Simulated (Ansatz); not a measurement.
# GeHCl2O radical: how energies converge with the basis set

How large a basis does GeHCl2O radical need? Two functionals are run in growing sets.

The runs use Ansatz 0.2.0, Gaussian basis; one geometry, several basis sets.

Levels to be run: PBE0-D4/def2-SVP; ωB97M-V/def2-SVP; PBE0-D4/def2-QZVPP; ωB97M-V/def2-QZVPP; the functionals' def2-TZVPP values are taken from earlier runs.

## 1. The geometry

The geometry comes from an earlier relaxation with PBE0-D4 in a triple-zeta def2 set; it is a stationary point.

SMILES `[OH][Ge]([Cl])[Cl]`, 5 atoms, charge 0, spin multiplicity 2.

Atoms are counted from 1 here; the program's logs count them from 0.

Bond lengths: O1–Ge2 1.769 Å, O1–H5 0.963 Å, Ge2–Cl3 2.167 Å, Ge2–Cl4 2.147 Å. Angles: Ge2–O1–H5 112.0°, O1–Ge2–Cl3 108.1°, O1–Ge2–Cl4 105.2°, Cl3–Ge2–Cl4 110.5°.

## 2. PBE0-D4 in def2-SVP

in.yaml reads:

```yaml
crystal:
  periodic: [false, false, false]
  atoms:
    - {symbol: O, position_ang: [-0.072243, 1.281876, -0.199022]}
    - {symbol: Ge, position_ang: [-0.434880, -0.337306, 0.413289]}
    - {symbol: Cl, position_ang: [1.439541, -1.392443, 0.675183]}
    - {symbol: Cl, position_ang: [-1.614484, -1.269266, -1.119823]}
    - {symbol: H, position_ang: [0.731866, 1.643438, 0.188973]}
basis:
  gaussian: {orbitals: def2-SVP}
magnetization: {spin_polarized: true, initial_magnetization: 1}
hamiltonian: {xc: pbe0, dispersion: d4}
output: {orbitals: {seedname: orbitals}}
```

Started as:

```sh
> ansatz run in.yaml --threads 4 --pin off --events-out ev --progress --plain --max-ram 10444MiB
```

After this run come: ωB97M-V in def2-SVP; PBE0-D4 in def2-QZVPP; ωB97M-V in def2-QZVPP.

Before running them: what should the planned runs give, taken together? Wanted: PBE0-D4: double and triple zeta above quadruple; ωB97M-V: double and triple zeta above quadruple.

**Answer**, as computed:

| quantity | value |
| --- | --- |
| PBE0-D4: double and triple zeta above quadruple | 20.60, 2.08 eV |
| ωB97M-V: double and triple zeta above quadruple | 20.44, 2.01 eV |

**Reading.** PBE0-D4 gains 18.52 eV from double to triple zeta, then 2.08 eV more. Total energies overstate the basis error of differences, where much of it tends to cancel.
